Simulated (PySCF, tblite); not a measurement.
**C5H17B2NO: geometry, infrared bands and NMR shifts**

What infrared bands and NMR shifts should C5H17B2NO (`CB(CO[BH2-][NH3+])C(C)C`) show?

The runs use tblite 0.8.0 and PySCF 2.14.0, with density-fitted response routines of our own; the level of theory stands in each step. All values are computed, except where a source is named. Atoms are numbered from 0 throughout.

## 1. Starting geometry

26 atoms, charge 0, multiplicity 1; geometry from: force field or distance geometry start.

Bonds of the start (Å): C0–B1 1.58, B1–C2 1.61, C2–O3 1.40, O3–B4 1.49, B4–N5 1.53, B1–C6 1.61, C6–C7 1.53, C6–C8 1.53, C0–H9 1.12, C0–H10 1.11, C0–H11 1.10, C2–H12 1.10, C2–H13 1.11, B4–H14 1.20, B4–H15 1.19, N5–H16 1.05, N5–H17 1.05, N5–H18 1.05, C6–H19 1.12, C7–H20 1.12, C7–H21 1.11, C7–H22 1.12, C8–H23 1.11, C8–H24 1.11, C8–H25 1.12.

## 2. Optimising the geometry with GFN2-xTB

Job settings and geometry (Å):

```
{"job": {"kind": "relax", "xc": "GFN2-xTB", "basis": "xTB"}, "charge": 0, "multiplicity": 1}
C     -1.011400     0.407200    -2.197600
B     -0.604400    -0.127200    -0.766100
C      0.886500    -0.689700    -0.529700
O      1.514900     0.118100     0.430800
B      2.887700    -0.406600     0.702200
N      3.567000     0.471700     1.749100
C     -1.635800    -0.124000     0.471400
C     -2.058700     1.305800     0.830700
C     -2.848100    -1.011200     0.174400
H     -2.074700     0.763300    -2.191500
H     -0.918300    -0.407600    -2.942900
H     -0.359700     1.249100    -2.478600
H      1.414000    -0.641300    -1.495900
H      0.790500    -1.745500    -0.200200
H      3.533500    -0.367000    -0.307200
H      2.839000    -1.527900     1.110100
H      3.631700     1.459900     1.408900
H      3.018700     0.440900     2.638700
H      4.535000     0.114000     1.938700
H     -1.113400    -0.553300     1.367500
H     -2.625800     1.776900    -0.007900
H     -2.722000     1.292500     1.724200
H     -1.168600     1.931800     1.074000
H     -2.535900    -2.051500    -0.065100
H     -3.435200    -0.602300    -0.679600
H     -3.527600    -1.053500     1.068000
```

Command:

```
> OMP_NUM_THREADS=1 python probes_run.py task.json out
```

This one command runs all jobs of the session in turn.

**Question.** This job is followed by: GFN2-xTB harmonic vibrations, gas phase; GIAO PBE0/pcSseg-1 NMR shielding, non-relativistic, gas phase. Predict these results of the whole session: strongest single infrared mode (GFN2-xTB); zero-point energy (GFN2-xTB); ¹³C shifts against TMS (PBE0/pcSseg-1, means over atoms taken as alike); ¹H shifts against TMS (PBE0/pcSseg-1, means over atoms taken as alike); ¹¹B shifts against BF3·OEt2 (PBE0/pcSseg-1); ¹⁷O shifts against H2O (PBE0/pcSseg-1); ¹⁵N shifts against NH3 (PBE0/pcSseg-1).

**Answer**, as computed:

| quantity | value |
| --- | --- |
| strongest single infrared mode (GFN2-xTB) | 1107 cm⁻¹, 304 km/mol |
| zero-point energy (GFN2-xTB) | 139.6 kcal/mol |
| ¹³C shifts against TMS (PBE0/pcSseg-1, means over atoms taken as alike) | 80.0, 27.1, 19.4, 6.1 ppm |
| ¹H shifts against TMS (PBE0/pcSseg-1, means over atoms taken as alike) | 4.43, 3.41, 1.96, 1.82, 0.95, 0.64 ppm |
| ¹¹B shifts against BF3·OEt2 (PBE0/pcSseg-1) | 91.5, 2.5 ppm |
| ¹⁷O shifts against H2O (PBE0/pcSseg-1) | 61.5 ppm |
| ¹⁵N shifts against NH3 (PBE0/pcSseg-1) | 47.8 ppm |

What this shows: The optimisation took 192 steps and gained 0.736 eV; among the close pairs (by a distance rule), B4–N5 changed most, from 1.526 to 1.822 Å. The lowest mode is slightly imaginary (14i cm⁻¹), a soft motion within the noise of the Hessian, so the minimum is not strictly shown. The strongest single mode, at 1107 cm⁻¹, is carried by H16, H17, H18, N5. Unscaled tight-binding wavenumbers are off by several per cent, some by more. Its intensities can rank the bands wrongly. The most deshielded carbon is C2 (sp3 CH2 bonded to B and O), at 80.0 ppm: deshielded by the electronegative neighbour. H12, H13 (mean) (hydrogen on an sp3 CH2 bonded to B and O) lies farthest downfield among hydrogen, at 4.43 ppm; its carbon carries O, which withdraws density. At PBE0/pcSseg-1: The widest tensor belongs to B1: span 169 ppm, with a paramagnetic part of -182 ppm.
